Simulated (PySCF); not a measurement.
# ZrO₂: from HF to coupled cluster

How much do the numbers for ZrO₂ (singlet) hang on the method? All levels run at one geometry, the PBE0 minimum.

Method: several methods, basis Zr x2c-TZVPall, O x2c-TZVPall, spin-free X2C, no spin–orbit coupling, density fitting; program: PySCF 2.14.0.

## 1. Starting geometry

3 atoms, charge 0, spin multiplicity 1.

Bond lengths: Zr1–O2 1.760 Å, Zr1–O3 1.760 Å. Angles: O2–Zr1–O3 108.1°.

```xyz
3
charge 0 multiplicity 1
Zr   -0.0275   -0.2697    0.0000
O     0.0772    0.7579    1.4246
O     0.0772    0.7579   -1.4246
```

## 2. PBE0

The steps are one call of a driver around PySCF; scf.py gives each level's set-up. Each SCF starts from the density of the minimum. The driver also runs the species with one electron less or more at the same geometry (one less: multiplicity 2, one more: multiplicity 2); their logs are not shown.

Input file scf.py:

```python
from pyscf import gto, scf, dft
mol = gto.M(atom='''
Zr    -0.027478    -0.269673     0.000000
O      0.077224     0.757894     1.424552
O      0.077224     0.757894    -1.424552''',
    basis={'Zr': 'x2c-TZVPall', 'O': 'x2c-TZVPall'},
    nucmod='G',
    charge=0, spin=0)
mf = dft.RKS(mol, xc='PBE0')
mf.grids.atom_grid = (99, 590)
aux = {'Zr': 'AutoAux', 'O': 'AutoAux'}  # AutoAux: made from the orbital basis
mf = mf.density_fit(auxbasis=aux).sfx2c1e()
mf.kernel()
```

The log of the run:

```text
init E= -3748.57598532503
  HOMO = -0.249639890813256  LUMO = -0.106090850902362  gap/eV = 3.90617
cycle= 1 E= -3748.57598532913  delta_E= -4.1e-09  |g|= 1.01e-05  |ddm|= 0.000111
  HOMO = -0.24963866088384  LUMO = -0.106091388820531  gap/eV = 3.90612
cycle= 2 E= -3748.57598532909  delta_E= 3.55e-11  |g|= 1.79e-05  |ddm|= 1.44e-05
  HOMO = -0.249642585650055  LUMO = -0.106089875324699  gap/eV = 3.90627
Extra cycle  E= -3748.57598532854  delta_E= 5.51e-10  |g|= 5.7e-05  |ddm|= 3.22e-05
converged SCF energy = -3748.57598532854
```

This level, with the species of one electron less or more, ran for 12 s (8 threads, shared host).

- energy: -3748.575985 Eh
- one electron less (charge +1): -3748.244074 Eh (doublet, ⟨S²⟩ 0.80)
- one electron more (charge -1): -3748.632519 Eh (doublet, ⟨S²⟩ 0.75)
- Mulliken charge of Zr1: +1.26 e

## 3. HF

Changes to scf.py since step 2:

```diff
@@ -9,2 +9 @@
-mf = dft.RKS(mol, xc='PBE0')
-mf.grids.atom_grid = (99, 590)
+mf = scf.RHF(mol)
```

The log of the run, shortened:

```text
[... the frontier levels of the middle cycles are left out ...]
init E= -3746.13747148211
  HOMO = -0.393930312787526  LUMO = -0.0249823995578566  gap/eV = 10.03958
cycle= 1 E= -3746.16618714908  delta_E= -0.0287  |g|= 0.186  |ddm|= 0.292
  HOMO = -0.364498474090045  LUMO = -0.0524910059697135  gap/eV = 8.49016
cycle= 2 E= -3746.16497874069  delta_E= 0.00121  |g|= 0.204  |ddm|= 0.207
  HOMO = -0.387536338743888  LUMO = -0.0434321302212339  gap/eV = 9.36355
cycle= 3 E= -3746.17264099006  delta_E= -0.00766  |g|= 0.0203  |ddm|= 0.0988
cycle= 4 E= -3746.17275156522  delta_E= -0.000111  |g|= 0.00595  |ddm|= 0.0171
cycle= 5 E= -3746.17276839154  delta_E= -1.68e-05  |g|= 0.00197  |ddm|= 0.00859
cycle= 6 E= -3746.17277170766  delta_E= -3.32e-06  |g|= 0.000853  |ddm|= 0.00362
cycle= 7 E= -3746.17277272923  delta_E= -1.02e-06  |g|= 0.000347  |ddm|= 0.00228
cycle= 8 E= -3746.17277295217  delta_E= -2.23e-07  |g|= 0.000117  |ddm|= 0.0011
cycle= 9 E= -3746.17277297785  delta_E= -2.57e-08  |g|= 3.02e-05  |ddm|= 0.000382
cycle= 10 E= -3746.17277297914  delta_E= -1.29e-09  |g|= 9.09e-06  |ddm|= 8.21e-05
cycle= 11 E= -3746.17277297924  delta_E= -9.91e-11  |g|= 3.46e-06  |ddm|= 1.99e-05
  HOMO = -0.384488126442727  LUMO = -0.0439524600702654  gap/eV = 9.26645
Extra cycle  E= -3746.17277297925  delta_E= -1.18e-11  |g|= 2.11e-06  |ddm|= 4.75e-06
converged SCF energy = -3746.17277297925
```

This level, with the species of one electron less or more, took 5.2 s.

```
energy                        : -3746.172773 Eh
one electron less (charge +1) : -3745.898510 Eh (doublet, ⟨S²⟩ 1.08)
one electron more (charge -1) : -3746.228684 Eh (doublet, ⟨S²⟩ 0.75)
Mulliken charge of Zr1        : +1.61 e
```

## 4. PBE

Changes to scf.py since step 3:

```diff
@@ -9 +9,2 @@
-mf = scf.RHF(mol)
+mf = dft.RKS(mol, xc='PBE')
+mf.grids.atom_grid = (99, 590)
```

The log of the run, shortened:

```text
[... the frontier levels of the middle cycles are left out ...]
init E= -3748.53778940556
  HOMO = -0.185976330819157  LUMO = -0.136136271432697  gap/eV = 1.35622
cycle= 1 E= -3748.52281231864  delta_E= 0.015  |g|= 0.303  |ddm|= 0.234
  HOMO = -0.247456679329421  LUMO = -0.104984706922657  gap/eV = 3.87686
cycle= 2 E= -3748.25629213526  delta_E= 0.267  |g|= 1.18  |ddm|= 0.689
  HOMO = -0.194109529344486  LUMO = -0.125142038461561  gap/eV = 1.87670
cycle= 3 E= -3748.54118972332  delta_E= -0.285  |g|= 0.069  |ddm|= 0.515
cycle= 4 E= -3748.54237442722  delta_E= -0.00118  |g|= 0.0245  |ddm|= 0.0615
cycle= 5 E= -3748.5424662374  delta_E= -9.18e-05  |g|= 0.0112  |ddm|= 0.013
cycle= 6 E= -3748.54249275001  delta_E= -2.65e-05  |g|= 0.00218  |ddm|= 0.0049
cycle= 7 E= -3748.54249366408  delta_E= -9.14e-07  |g|= 0.000336  |ddm|= 0.000922
cycle= 8 E= -3748.54249368089  delta_E= -1.68e-08  |g|= 0.000162  |ddm|= 0.000192
cycle= 9 E= -3748.54249368591  delta_E= -5.03e-09  |g|= 3.71e-05  |ddm|= 8.99e-05
cycle= 10 E= -3748.54249368618  delta_E= -2.65e-10  |g|= 3.11e-06  |ddm|= 1.7e-05
  HOMO = -0.196131278472138  LUMO = -0.130145232048633  gap/eV = 1.79557
Extra cycle  E= -3748.54249368615  delta_E= 3.23e-11  |g|= 1.36e-05  |ddm|= 7.13e-06
converged SCF energy = -3748.54249368615
```

This level, with the species of one electron less or more, took 23 s.

```
energy                        : -3748.542494 Eh
one electron less (charge +1) : -3748.211945 Eh (doublet, ⟨S²⟩ 0.76)
one electron more (charge -1) : -3748.596254 Eh (doublet, ⟨S²⟩ 0.75)
Mulliken charge of Zr1        : +1.13 e
```

## 5. CCSD(T)

Changes to scf.py since step 4:

```diff
@@ -9,2 +9 @@
-mf = dft.RKS(mol, xc='PBE')
-mf.grids.atom_grid = (99, 590)
+mf = scf.RHF(mol)
@@ -13,0 +13,3 @@
+from pyscf import cc
+mycc = cc.CCSD(mf, frozen=16).run()
+mycc.ccsd_t()
```

The SCF cycles repeat those of step 3.

The log of the run:

```text
CCSD nocc = 12, nmo = 109
Init t2, MP2 energy = -3747.0067255624  E_corr(MP2) -0.833952583147318
RCCSD converged
E(RCCSD) = -3746.962811695651  E_corr = -0.7900387163980886
RCCSD(T) correction = -0.0454812152435292
```

This level took 95 s.

```
energy                                                              : -3747.008293 Eh
MP2 correlation in its own fitting basis (same spin, opposite spin) : -0.83395 Eh (-0.24412, -0.58983)
CCSD, (T)                                                           : -0.79004, -0.04548 Eh; T1 0.028, D1 0.080
```

## 6. Comparison of the levels

| level | vertical ionisation energy (eV) | vertical electron affinity (eV) | −ε(HOMO) (eV) | gap (eV) | dipole (D) | wall time |
| --- | --- | --- | --- | --- | --- | --- |
| PBE0 | 9.03 | 1.54 | 6.79 | 3.91 | 7.92 | 12 s |
| HF | 7.46 | 1.52 | 10.46 | 9.27 | 9.49 | 5.2 s |
| PBE | 8.99 | 1.46 | 5.34 | 1.80 | 7.30 | 23 s |
| CCSD(T) | – | – | – | – | – | 95 s |

Times are for 8 threads, shared host; PBE0 starts from its own converged density, so its time is not comparable. A dash stands where a species or a free atom was not run at that level, or the quantity is not defined.

## 7. Outcome

```
                         quantity                         value
vertical ionisation energy, range   7.46 (HF) to 9.03 (PBE0) eV
vertical electron affinity, range  1.46 (PBE) to 1.54 (PBE0) eV
               orbital gap, range    1.80 (PBE) to 9.27 (HF) eV
                           T1, D1                  0.028, 0.080
```

What this shows: The vertical ionisation energy spreads over 1.57 eV, from HF to PBE0; without a CCSD(T) value for it there is no yardstick here. Spin contamination is strong in at least one of the open-shell species at HF. Without diffuse functions electron affinities tend to come out too low.
